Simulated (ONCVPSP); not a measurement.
# Cobalt: generating and testing an ONCV potential

Do these settings give a usable potential? It is generated, then checked for transferability, scattering, ghosts and hardness.

The numbers are computed with ONCVPSP 4.0.1.1 (patched build) (PBE, scalar-relativistic, spin-unpolarised reference atom).

## (1) Settings

The settings as typed:

```
element                 : cobalt (Co, Z = 27)
type                    : optimised norm-conserving Vanderbilt (ONCV)
frozen core             : [Ar]
valence charge          : 9
reference configuration : 3d7 4s2
partial waves           : 4s: rc 2.60 bohr, ncon 4, nbas 9, qcut 2 1/bohr, 2 projectors, debl 3.2 Ha; p scattering state at 0.18 Ha: rc 1.95 bohr, ncon 3, nbas 6, qcut 3.2 1/bohr, 2 projectors, debl 2.8 Ha; 3d: rc 1.45 bohr, ncon 5, nbas 10, qcut 8.6 1/bohr, 2 projectors, debl 2.8 Ha
local potential         : polynomial inside 1.35 bohr (lpopt 5, dvloc0 0 Ha)
core correction         : Teter function fitted to the true core (icmod 2), fcfact 0.4
```

The nodes and maxima of the atom's own shells, from an earlier all-electron run, set the scale for the radii.

All-electron outer shells of the reference configuration (PBE, scalar-relativistic, ld1.x):

```json
{"shell": "3p", "level (eV)": "-65.64", "outermost node (bohr)": "0.28", "outermost maximum (bohr)": "0.68"}
{"shell": "3d", "level (eV)": "-8.20", "outermost node (bohr)": "–", "outermost maximum (bohr)": "0.66"}
{"shell": "4s", "level (eV)": "-5.47", "outermost node (bohr)": "0.96", "outermost maximum (bohr)": "2.32"}
{"shell": "4p", "level (eV)": "-1.28", "outermost node (bohr)": "1.05", "outermost maximum (bohr)": "3.25"}
```

## (2) Generation

File Co.dat:

```
# ATOM AND REFERENCE CONFIGURATION
# atsym  z   nc   nv     iexc    psfile
  Co 27.00    5    2        4      upf
#
#   n    l    f
    1    0    2.00
    2    0    2.00
    2    1    6.00
    3    0    2.00
    3    1    6.00
    3    2    7.00
    4    0    2.00
#
# PSEUDOPOTENTIAL AND OPTIMIZATION
# lmax
    2
#
#   l,   rc,      ep,       ncon, nbas, qcut
    0    2.60    0.00    4    9    2.00
    1    1.95    0.18    3    6    3.20
    2    1.45    0.00    5   10    8.60
#
# LOCAL POTENTIAL
# lloc, lpopt,  rc(5),   dvloc0
    4    5    1.35    0.00
#
# VANDERBILT-KLEINMAN-BYLANDER PROJECTORs
# l, nproj, debl
    0    2    3.20
    1    2    2.80
    2    2    2.80
#
# MODEL CORE CHARGE
# icmod, fcfact, rcfact
    2    0.40    1.00
#
# LOG DERIVATIVE ANALYSIS
# epsh1, epsh2, depsh
   -2.00    5.00    0.02
#
# OUTPUT GRID
# rlmax, drl
    6.00    0.01
#
# TEST CONFIGURATIONS
# ncnf
    4
# nvcnf
#   n    l    f
    2
    3    2    7.00
    4    0    1.00
#
    2
    3    2    7.00
    4    0    0.00
#
    2
    3    2    6.00
    4    0    0.00
#
    3
    3    2    7.00
    4    0    0.00
    4    1    2.00
#
```

The run is started by

```sh
$ oncvpsp.x < Co.dat > Co.out
```

Before running it: what results should come out? Wanted: cutoffs for 1 and 0.1 mHa per electron, occupied waves; bound ghosts; GHOST(+) flags; largest test error; largest phase difference near zero energy, channels read; rms error of d²Exc/dn², without and with the model core.

The runs gave:

| quantity | value |
| --- | --- |
| cutoffs for 1 and 0.1 mHa per electron, occupied waves | 82 Ha and 175 Ha |
| bound ghosts | none found |
| GHOST(+) flags | s at 62 eV, p at 116 eV |
| largest test error (AE − PS) | -446 meV, for 3d6 4s0 |
| largest phase difference near zero energy, channels read | 0.009 rad |
| rms error of d²Exc/dn², without and with the model core | 9.98 and 4.50 mHa |

By total energies transferability is poor: the largest error is 446 meV on 61.7 eV, for 3d6 4s0. That test lies far up in energy; among those under 40 eV, nearer to bonding, the largest error is 53 meV. By its cutoff, 82 Ha for the looser tolerance, it is very hard. At the looser tolerance the 3d wave is the slowest; 4s needs 11 Ha. The program's ghost test flags no bound state. Near zero energy the phases of the channels with partial waves agree within 0.009 rad. The program also flags highly localised states, GHOST(+) (s, p). These are tests on the free atom; a crystal test is still owed.
